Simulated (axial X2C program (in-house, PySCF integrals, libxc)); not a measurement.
# GeNC: bond lengths and stretches, held linear

An exercise on one series of results from a longer session: the logs are not shown, and one member is left open.

Program: an in-house X2C program for linear molecules on PySCF integrals. Level of theory: all-electron X2C, two-component (2c) or spin-free, Ge dyall-v3z, N dyall-av3z, C dyall-v3z. These are calculated values, not measurements.

All values are calculated.

2 further runs of the same task are left out: 2 set aside as unsound or not needed.

Set-up of the first run:

task.json reads:

```json
{"zs": [32, 7, 6], "q": 0, "bas": ["dyall-v3z", "dyall-av3z", "dyall-v3z"], "r0": [1.87, 1.17], "symm": 0, "scan": ["PBE0", "HF", "BHandHLYP"], "levels": ["PBE0", "HF", "B3LYP"], "nst": 2}
```

Keys: zs atomic numbers; q charge; bas basis sets; r0 starting distance in Å; symm equal bonds; scan levels of the two-bond scan (MP2 follows by itself at each HF point); levels methods; nst determinants followed.

The run is started by

```bash
> python solin.py task.json out
```

Masses Ge 73.921, N 14.003, C 12.000 u.

Steps of the session up to this table: Scan at PBE0, 2c; Scan at HF, 2c; Scan at BHandHLYP, 2c.

One table of the session follows, with a row left open; its other results are not shown here.

| level | r(Ge–N) (Å) | r(N–C) (Å) | lower stretch (cm⁻¹) | upper stretch (cm⁻¹) |
| --- | --- | --- | --- | --- |
| PBE0, 2c | 1.862 | 1.180 | 482.1 | 2073.7 |
| HF, 2c | ? | ? | ? | ? |
| BHandHLYP, 2c | 1.863 | 1.166 | 485.2 | 2154.1 |
| MP2, 2c | 1.880 | 1.189 | 471.8 | 2110.0 |
| PBE0, spin-free | 1.860 | 1.180 | 483.4 | 2071.3 |
| HF, spin-free | 1.867 | 1.158 | 492.8 | 2235.6 |
| BHandHLYP, spin-free | 1.861 | 1.167 | 486.4 | 2152.3 |
| MP2, spin-free | 1.879 | 1.189 | 472.8 | 2109.7 |

Q: Estimate the row for HF, 2c from the others.

**Answer.** r(Ge–N) (Å): 1.868; r(N–C) (Å): 1.158; lower stretch (cm⁻¹): 491.6; upper stretch (cm⁻¹): 2236.9. In the column «r(Ge–N) (Å)» it lies between HF, spin-free (1.867) and MP2, spin-free (1.879).

Scans not shown above were run alike.

MP2 freezes inner shells (threshold -2 hartree). The molecule was held linear; bending was not examined, so a bent shape may lie lower. Note: functional without a current term on a determinant with orbital currents, of the molecule or an atom.
